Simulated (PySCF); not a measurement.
# Cl3H2OTl (Tl(Cl)3(H2O)): the cost of one run

The runs use PySCF 2.14.0; several levels, as the steps say, no spin–orbit coupling.

### 1 The system as given

7 atoms, charge 0, spin multiplicity 1.

Bond lengths: Tl1–Cl2 2.417 Å, Tl1–Cl3 2.393 Å, Tl1–Cl4 2.417 Å, Tl1–O5 2.451 Å, O5–H6 0.969 Å, O5–H7 0.969 Å. Angles: Cl2–Tl1–Cl3 120.4°, Cl2–Tl1–Cl4 117.5°, Cl2–Tl1–O5 87.4°, Cl3–Tl1–Cl4 120.4°, Cl3–Tl1–O5 107.7°, Cl4–Tl1–O5 87.4°, Tl1–O5–H6 104.6°, Tl1–O5–H7 104.6°, H6–O5–H7 105.6°.

Coordinates:

```tsv
atom	x (Å)	y (Å)	z (Å)
Tl1	-0.0793	-0.1565	0.1565
Cl2	0.8837	1.8720	1.0505
Cl3	-1.5362	-1.4989	1.4989
Cl4	0.8837	-1.0505	-1.8720
O5	-1.4765	1.2676	-1.2676
H6	-1.1784	2.1697	-1.0782
H7	-1.1784	1.0782	-2.1697
```

Formal oxidation states: Tl +3. An earlier session relaxed this geometry at PBE0, Tl def2-SVP with ECP60, Cl def2-SVP, O def2-SVP, H def2-SVP (singlet, point group Cs).

At PBE0 on the finer grid: E = -1628.619687 Eh, HOMO -8.85 eV, LUMO -3.47 eV, Mulliken charge on Tl1 +0.62 e, largest force component 0.023 eV/Å. 

Levels to run: B3LYP; M06-L; PBE0, TZVP. Hardware: 2 threads of Arm Neoverse V1, shared host.

### 2 B3LYP

Contents of run.py (the lines that set the calculation):

```python
mol = gto.M(atom='''
Tl    -0.07928    -0.15649     0.15649
Cl     0.88369     1.87201     1.05054
Cl    -1.53620    -1.49890     1.49890
Cl     0.88369    -1.05054    -1.87201
O     -1.47651     1.26762    -1.26762
H     -1.17845     2.16970    -1.07819
H     -1.17845     1.07819    -2.16970''',
    basis={'Tl': 'def2-SVP', 'Cl': 'def2-SVP', 'O': 'def2-SVP', 'H': 'def2-SVP'},
    ecp={'Tl': 'def2-SVP'},
    charge=0, spin=0)
mf = dft.RKS(mol, xc='B3LYP')
mf.grids.atom_grid = (75, 302)
mf = mf.density_fit()  # fitting sets: Tl def2-universal-JKFIT, Cl def2-universal-JKFIT, O def2-universal-JKFIT, H def2-universal-JKFIT
mf.conv_tol = 1e-08; mf.max_cycle = 55
mf.kernel(dm0)  # dm0: the density of the relaxed state
```

The run is started by

```bash
$ OMP_NUM_THREADS=2 python run.py
```

**Question.** How long does this run take on 2 threads of Arm Neoverse V1, shared host?

About 5.1 s.
